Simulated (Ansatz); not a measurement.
**CH7OPSi: a ladder of functionals and wavefunction methods**

The task here is to estimate one member of a computed series from the others.

The runs use Ansatz 0.2.0, Gaussian basis; functionals in def2-TZVPP, the program's frozen cores in correlated methods.

The runs, in order: PBE-D4, r2SCAN-D4, PBE0-D4, B3LYP-D4, ωB97X-V, ωB97M-V, B2PLYP; CCSD(T)/def2-TZVPP; MP2/def2-QZVPP; extrapolation to the limit.

### The geometry

All runs share one geometry, relaxed beforehand with PBE0-D4 in a triple-zeta def2 set.

SMILES `C[SiH2]OP`, 11 atoms, charge 0, spin multiplicity 1.

Atoms are counted from 1 here; the program's logs count them from 0.

Bond lengths: C1–Si2 1.859 Å, C1–H5 1.093 Å, C1–H6 1.092 Å, C1–H7 1.094 Å, Si2–O3 1.657 Å, Si2–H8 1.489 Å, Si2–H9 1.483 Å, O3–P4 1.643 Å, P4–H10 1.425 Å, P4–H11 1.425 Å. Angles: Si2–C1–H5 110.9°, Si2–C1–H6 111.1°, Si2–C1–H7 110.3°, H5–C1–H6 108.4°, H5–C1–H7 107.9°, H6–C1–H7 108.2°, C1–Si2–O3 111.2°, C1–Si2–H8 110.1°, C1–Si2–H9 111.3°, O3–Si2–H8 109.3°, O3–Si2–H9 105.3°, H8–Si2–H9 109.6°, Si2–O3–P4 126.6°, O3–P4–H10 98.8°, O3–P4–H11 98.7°, H10–P4–H11 91.9°.

The first run:

Contents of in.yaml:

```yaml
crystal:
  periodic: [false, false, false]
  atoms:
    - {symbol: C, position_ang: [-1.192141, 1.227784, -0.038366]}
    - {symbol: Si, position_ang: [-0.574551, -0.341920, 0.742305]}
    - {symbol: O, position_ang: [1.016960, -0.611638, 0.367247]}
    - {symbol: P, position_ang: [1.616764, -1.059803, -1.095121]}
    - {symbol: H, position_ang: [-1.142862, 1.166344, -1.128494]}
    - {symbol: H, position_ang: [-0.600781, 2.087185, 0.285973]}
    - {symbol: H, position_ang: [-2.234170, 1.405887, 0.241718]}
    - {symbol: H, position_ang: [-1.390773, -1.498088, 0.280373]}
    - {symbol: H, position_ang: [-0.620164, -0.261367, 2.222766]}
    - {symbol: H, position_ang: [2.666618, -0.101623, -1.201871]}
    - {symbol: H, position_ang: [2.520602, -2.069861, -0.656032]}
basis:
  gaussian: {orbitals: def2-TZVPP}
hamiltonian: {xc: pbe, dispersion: d4}
output: {forces: true, orbitals: {seedname: orbitals}}
```

Command:

```
ansatz run in.yaml --threads 4 --pin off --events-out ev --progress --plain --max-ram 10444MiB
```

Steps of the session up to this table: PBE-D4 (GGA); r2SCAN-D4 (meta-GGA); PBE0-D4 (hybrid); B3LYP-D4 (hybrid); ωB97X-V (range-separated); ωB97M-V (range-separated); B2PLYP (double hybrid); CCSD(T) in def2-TZVPP; MP2 in def2-QZVPP.

One of the session's tables, all rows but one given; the rest of the session is left out.

| method | atomisation energy (kcal/mol) |
| --- | --- |
| PBE-D4 | 896.0 |
| r2SCAN-D4 | 892.3 |
| PBE0-D4 | ? |
| B3LYP-D4 | 895.7 |
| ωB97X-V | 901.0 |
| ωB97M-V | 899.3 |
| B2PLYP | 883.4 |
| HF/def2-TZVPP | 655.4 |
| MP2/def2-TZVPP | 872.7 |
| CCSD/def2-TZVPP | 859.3 |
| CCSD(T)/def2-TZVPP | 869.5 |
| MP2/CBS | 898.0 |
| CCSD(T)/CBS | 894.8 |

**Question.** Estimate the row for PBE0-D4.

The run gave: atomisation energy (kcal/mol): 885.5. In the column «atomisation energy (kcal/mol)» it lies between B2PLYP (883.4) and r2SCAN-D4 (892.3).
